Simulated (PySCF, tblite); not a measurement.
# C₅H₉BNP: geometry, infrared bands and NMR shifts

Aim: predict the infrared bands and NMR shifts of C₅H₉BNP (`C#C/C=C(\C)B(N)P`).

Programs: tblite 0.8.0 and PySCF 2.14.0, with density-fitted response routines of our own. Each step states its level of theory. These are calculated values for one molecule in the gas phase, unless marked as measured. Atoms count from 0, in the outputs and in this text.

## (1) Starting geometry

17 atoms, charge 0, multiplicity 1; geometry from: force field or distance geometry start.

Bonds of the start (Å): C0–C1 1.22, C1–C2 1.44, C2–C3 1.33, C3–C4 1.50, C3–B5 1.56, B5–N6 1.52, B5–P7 1.92, C0–H8 1.06, C2–H9 1.09, C4–H10 1.11, C4–H11 1.11, C4–H12 1.12, N6–H13 1.05, N6–H14 1.03, P7–H15 1.46, P7–H16 1.46.

## (2) Relaxing the molecule with GFN2-xTB

The job: settings as JSON, then the geometry in Å.

```
{"job": {"kind": "relax", "xc": "GFN2-xTB", "basis": "xTB"}, "charge": 0, "multiplicity": 1}
C      3.444300     0.037000    -0.859900
C      2.280600    -0.335600    -0.780500
C      0.919700    -0.773300    -0.655100
C      0.091500    -0.008300     0.058700
C      0.604000     1.227500     0.740800
B     -1.414500    -0.345700     0.278700
N     -1.773800    -1.591600     1.063800
P     -2.839000     0.576300    -0.623200
H      4.453700     0.354000    -0.935300
H      0.554500    -1.672900    -1.142400
H     -0.133500     2.042600     0.581000
H      1.576400     1.538400     0.310800
H      0.730600     0.959800     1.819400
H     -1.751400    -1.366600     2.085300
H     -1.043300    -2.290500     0.847100
H     -2.377200     1.891700    -1.057300
H     -3.329600    -0.231000    -1.741800
```

Launch:

```console
$ OMP_NUM_THREADS=1 python probes_run.py task.json out
```

One launch serves the whole session: the jobs run in the order shown.

**Question.** This job is followed by: GFN2-xTB harmonic vibrations, gas phase; GIAO PBE0/pcSseg-1 NMR shielding, non-relativistic, gas phase. Predict these results of the whole session: strongest single infrared mode (GFN2-xTB); zero-point energy (GFN2-xTB); ¹³C shifts against TMS (PBE0/pcSseg-1); ¹H shifts against TMS (PBE0/pcSseg-1, means over atoms taken as alike); ¹¹B shifts against BF3·OEt2 (PBE0/pcSseg-1); ¹⁵N shifts against NH3 (PBE0/pcSseg-1); ³¹P shifts against H3PO4 (PBE0/pcSseg-1).

**Answer**, as computed:

```
                                                              quantity                               value
                             strongest single infrared mode (GFN2-xTB)               2370 cm⁻¹, 186 km/mol
                                          zero-point energy (GFN2-xTB)                       78.9 kcal/mol
                                ¹³C shifts against TMS (PBE0/pcSseg-1)  167.9, 116.1, 94.7, 85.7, 24.4 ppm
¹H shifts against TMS (PBE0/pcSseg-1, means over atoms taken as alike)    5.77, 4.14, 3.08, 2.23, 1.54 ppm
                           ¹¹B shifts against BF3·OEt2 (PBE0/pcSseg-1)                            44.7 ppm
                                ¹⁵N shifts against NH3 (PBE0/pcSseg-1)                           110.7 ppm
                              ³¹P shifts against H3PO4 (PBE0/pcSseg-1)                          -245.3 ppm
```

Relaxing lowered the energy by 1.905 eV in 125 steps; the close pair that moved most is B5–N6, from 1.516 to 1.385 Å. All 45 modes are real, so the xTB geometry is a minimum. The strongest single mode, at 2370 cm⁻¹, moves mainly H15 and H16. Unscaled tight-binding wavenumbers are off by several per cent, some by more. Its intensities can rank the bands wrongly. At PBE0/pcSseg-1: Shielding is most anisotropic at C1 (span 296 ppm, paramagnetic term -151 ppm).
